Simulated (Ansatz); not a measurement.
**EuAgSeF: a relaxation**

Aim: a sound relaxation of EuAgSeF. The structure is shown as the input types it.

Method: DFT PBE, scalar-relativistic, plane waves, PAW; settings changed (as first typed), in Ansatz 0.2.0.

1 further run of the same task is left out (set aside as unsound or not needed). Runs told in other sessions of the task aren't counted.

### 1 The system as given

Symmetry: P4/nmm, No. 129, tetragonal system. Conventional cell: a = 4.168 Å, b = 4.168 Å, c = 9.249 Å, α = 90.00°, β = 90.00°, γ = 90.00°. Around Eu (site symmetry 4mm) lie 4 F at 2.52 Å. Around Ag (site symmetry -4m2) lie 4 Se at 2.77 Å and 4 Ag at 2.95 Å. Se (site symmetry 4mm) is surrounded by 4 Ag at 2.77 Å. F (site symmetry -4m2) is surrounded by 4 Eu at 2.52 Å.

As a file:

```cif
data_structure
_symmetry_space_group_name_H-M 'P4/nmm:1'
_symmetry_Int_Tables_number 129
_cell_length_a 4.1681
_cell_length_b 4.1681
_cell_length_c 9.2489
_cell_angle_alpha 90.000
_cell_angle_beta 90.000
_cell_angle_gamma 90.000
_cell_volume 160.68
loop_
_atom_site_label
_atom_site_type_symbol
_atom_site_symmetry_multiplicity
_atom_site_Wyckoff_symbol
_atom_site_fract_x
_atom_site_fract_y
_atom_site_fract_z
_atom_site_occupancy
Eu1 Eu 2 c 0.50000 0.00000 0.34758 1
Ag1 Ag 2 a 0.00000 0.00000 0.00000 1
Se1 Se 2 c 0.00000 0.50000 0.19680 1
F1 F 2 b 0.00000 0.00000 0.50000 1
```

### 2 The calculation

The input, input.yaml:

```yaml
crystal:
  lattice:
    - [4.16807126, 0.0, 0.0]
    - [0.0, 4.16807126, 0.0]
    - [0.0, 0.0, 9.24892492]
  atoms:
    - { symbol: Eu, position: [0.5, 0.0, 0.34758], spin: 7.34 }
    - { symbol: Eu, position: [0.0, 0.5, 0.65242], spin: 7.34 }
    - { symbol: Ag, position: [0.0, 0.0, 0.0] }
    - { symbol: Ag, position: [0.5, 0.5, 0.0] }
    - { symbol: Se, position: [0.0, 0.5, 0.1968] }
    - { symbol: Se, position: [0.5, 0.0, 0.8032] }
    - { symbol: F, position: [0.0, 0.0, 0.5] }
    - { symbol: F, position: [0.5, 0.5, 0.5] }
basis:
  ecutwfc: 420
kpoints:
  mp_grid: { grid: [8, 8, 4] }
hamiltonian:
  xc: pbe
scf:
  occupations: { method: gaussian, width: 0.05 }
  lower_state_search: "off"
  max_iter: 80
output:
  forces: true
  eigenvalues: true
  stress: true
magnetization:
  spin_polarized: true
  initial_magnetization: 7
relax:
  adjacent_minimum: "off"
  f_tol: 0.005
  max_steps: 80
  cell: { stress_tol: 0.05 }
```

Started as:

```sh
$ ansatz run input.yaml --threads 8 --pin off --max-ram 14336MiB --backend cpu --events-out ev --progress --plain --runs-dir out
```

What happens when this is run?

This run ends as converged. That alone doesn't make the input a sound one.

In the input, magnetization.initial_magnetization is 7. A typed moment is only a start; here the run ends at the energy of the run without it (within 1 meV an atom), so the result stands.

No remedy is needed.
